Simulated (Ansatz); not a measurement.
# C₂H₆NOSi, SMILES CC(=O)N[SiH2]: a single point in a Gaussian basis

Computed with the Ansatz DFT code, driven from Python.

Run as a notebook:

**Cell 1**
```python
from pathlib import Path
import warnings

import ansatz
from ase import Atoms
import numpy as np
```

**Cell 2**
```python
BASIS_SET = 'cc-pVDZ'
```

**Cell 3**
```python
warnings.simplefilter('ignore', ansatz.DeckWarning)
```

**Cell 4**
```python
atoms = Atoms(['C', 'C', 'O', 'N', 'Si', 'H', 'H', 'H', 'H', 'H', 'H'], positions=[
    [-1.831, 0.2874, 0.2482],
    [-0.448, 0.4437, -0.2947],
    [-0.1867, 1.4067, -1.0658],
    [0.5618, -0.514, 0.0417],
    [2.2432, -0.3969, -0.5748],
    [-2.3169, -0.5907, -0.2255],
    [-2.4376, 1.1942, 0.0393],
    [-1.7864, 0.1324, 1.3465],
    [0.3265, -1.3148, 0.6692],
    [2.8393, 0.872, -0.1313],
    [3.0358, -1.5199, -0.0527],
])
molecule = ansatz.Crystal.molecule_from_ase(atoms)
```

**Cell 5**
```python
calc = (
    molecule.calculation()
    .basis(gaussian=BASIS_SET)
    .functional(ansatz.LibraryFunctional('SVWN5'))
    .spin('collinear', total=1)
    .forces()
    .orbitals()
)
done = calc.run(runs_dir='runs')
rep = done.report
```

**Cell 6**
```python
rep['positions_ang']
```
Output:
```text
[[-1.831, 0.2874, 0.2482], [-0.448, 0.4437, -0.2947], [-0.1867, 1.4067, -1.0658],
 [0.5618, -0.514, 0.0417], [2.2432, -0.3969, -0.5748], [-2.3169, -0.5907, -0.2255],
 [-2.4376, 1.1942, 0.0393], [-1.7864, 0.1324, 1.3465], [0.3265, -1.3148, 0.6692],
 [2.8393, 0.872, -0.1313], [3.0358, -1.5199, -0.0527]]
```

**Cell 7**
```python
print(f'E = {rep["free_energy_ev"]:.6f} eV = {rep["free_energy_ev"] / 27.211386246:.7f} Ha')
print('converged:', rep['converged'], ' doubts:', rep['published_state_doubts'] or 'none')

symbols = [site.symbol for site in molecule.cartesian_sites]
forces = np.array(rep['forces_ev_ang'])
print('largest force', round(float(np.linalg.norm(forces, axis=1).max()), 4), 'eV/A, rms', round(float(np.sqrt((forces ** 2).mean())), 4))
```
Output:
```text
E = -13507.456526 eV = -496.3898716 Ha
converged: True  doubts: none
largest force 2.7543 eV/A, rms 0.7759
```

**Cell 8**
```python
charges = rep['charge_distribution']
dipole = np.array(charges['dipole_moment_e_ang']) * 4.803205
print('dipole (D): {:.3f} {:.3f} {:.3f}, length {:.3f}'.format(*dipole, np.linalg.norm(dipole)))
print('atom  Mulliken   Lowdin')
for symbol, m, l in zip(symbols, charges['mulliken_charges_e'], charges['lowdin_charges_e']):
    print(f'{symbol:4s} {m:9.3f} {l:8.3f}')
```
Output:
```text
dipole (D): -1.037 -2.672 2.272, length 3.658
atom  Mulliken   Lowdin
C       -0.130   -0.049
C        0.063   -0.398
O       -0.214    0.141
N       -0.239    0.157
Si       0.098    0.082
H        0.101    0.048
H        0.099    0.043
H        0.084    0.039
H        0.137    0.030
H        0.012   -0.043
H       -0.011   -0.051
```

**Cell 9**
```python
lines = Path(rep['orbitals_path']).read_text().splitlines()
field_of = lambda key: [line.split('=')[1].strip() for line in lines if line.startswith(key)]
orbitals = [(27.211386 * float(e), s, float(n)) for e, s, n in zip(field_of('Ene='), field_of('Spin='), field_of('Occup='))]
homo = max(e for e, _, n in orbitals if n > 0.5)
lumo = min(e for e, _, n in orbitals if n < 0.5)
for e, spin, n in sorted(orbitals):
    if homo - 10 < e < lumo + 5:
        print(f'{spin:6s} {e:10.3f} eV  occupation {n:.0f}')
```
Output:
```text
Alpha     -14.484 eV  occupation 1
Beta      -14.385 eV  occupation 1
Alpha     -13.396 eV  occupation 1
Beta      -13.178 eV  occupation 1
Alpha     -11.877 eV  occupation 1
Beta      -11.800 eV  occupation 1
Alpha     -11.107 eV  occupation 1
Beta      -11.072 eV  occupation 1
Alpha     -10.787 eV  occupation 1
Beta      -10.686 eV  occupation 1
Alpha      -9.498 eV  occupation 1
Beta       -9.470 eV  occupation 1
Alpha      -9.380 eV  occupation 1
Beta       -9.275 eV  occupation 1
Alpha      -9.041 eV  occupation 1
Beta       -8.936 eV  occupation 1
Alpha      -8.450 eV  occupation 1
Beta       -8.256 eV  occupation 1
Alpha      -6.904 eV  occupation 1
Beta       -6.690 eV  occupation 1
Alpha      -5.791 eV  occupation 1
Beta       -5.739 eV  occupation 1
Alpha      -4.640 eV  occupation 1
Beta       -3.506 eV  occupation 0
Alpha      -1.065 eV  occupation 0
Beta       -0.947 eV  occupation 0
Alpha      -0.426 eV  occupation 0
Beta       -0.177 eV  occupation 0
Alpha       0.651 eV  occupation 0
Beta        0.896 eV  occupation 0
Alpha       1.224 eV  occupation 0
Alpha       1.419 eV  occupation 0
Beta        1.424 eV  occupation 0
```

What to keep in mind:
- Total energies depend on the basis set; only differences at equal settings carry meaning.
- The geometry is a force-field or estimated start, not a minimum of this method, and the basis set is short of its limit.
- The run takes the species as open-shell (spin multiplicity 2), which needn't be its ground state.
- The Löwdin charges here are taken after orthogonalising the functions within each atom; they differ from plain Löwdin charges, and their signs can be unphysical.
- Levels such as HOMO and LUMO are orbital energies: with these approximate functionals they aren't the ionisation energy and electron affinity, and their gap isn't the fundamental gap.
- Timing: 4.1 s on 1 thread of Arm Neoverse V1 (shared host), peak memory 0.21 GiB.
